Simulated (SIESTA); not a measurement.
# B2Pt3 under changes of volume

One of the cells (13.054 Å³/atom); the others are scaled copies at fixed shape and fractional positions:

```
Pt B
1.0
     2.75833   -1.59524    0.00000
     2.75833    1.59524    0.00000
    -0.03300    0.00000    7.41669
Pt B
3 2
Direct
  0.66883 0.66883 0.46373
  0.66682 0.66682 0.82567
  0.33261 0.33261 0.13869
  0.00035 0.00035 0.27967
  0.00038 0.00038 0.66725
```

The cell comes from a database or a generator and needn't be the stable form of this composition.

- Program: SIESTA 5.4.2
- Functional: PBEsol
- Potentials or basis: PseudoDojo 0.4 standard (PBEsol files)
- Basis: DZP (energy shift 0.003 Ry; two zetas on semicore shells)
- Grid cutoff: 800 Ry
- Energy shift: 0.003 Ry
- k mesh: 10 × 10 × 4
- Occupations: fermi-dirac, width 0.05 eV
- Spin: no spin polarisation

```csv
volume (Å³/atom),energy over the lowest point (meV/atom),pressure (GPa),largest force (eV/Å)
12.030,11.03,9.5,0.723
12.286,0.90,3.4,0.445
12.542,0.00,-2.1,0.254
13.054,?,?,?
13.310,43.48,-15.2,0.473
13.566,70.54,-18.6,0.661
```

Question: What does the run at 13.054 Å³/atom give?

Answer: Energy over the lowest point 22.23 meV/atom; pressure -11.3 GPa; largest force 0.310 eV/Å.

Worked out: A Birch-Murnaghan fit of order 3 (a polynomial in V^(-2/3)) to the other rows has its minimum at 12.44 Å³/atom with B0 = V·E''(V) = 263 GPa and B' = 4.8 at fixed shape and positions, which overstates the stiffness. It gives 22.19 meV/atom at 13.054 Å³/atom, against the run's 22.23, and -dE/dV = -11.4 GPa, against -11.3.

Energies are extrapolated to zero smearing.

Caveats: short orbitals over semicore shells can move pressures by several GPa; the basis of atomic orbitals isn't converged, which shifts pressures, moduli and gaps.
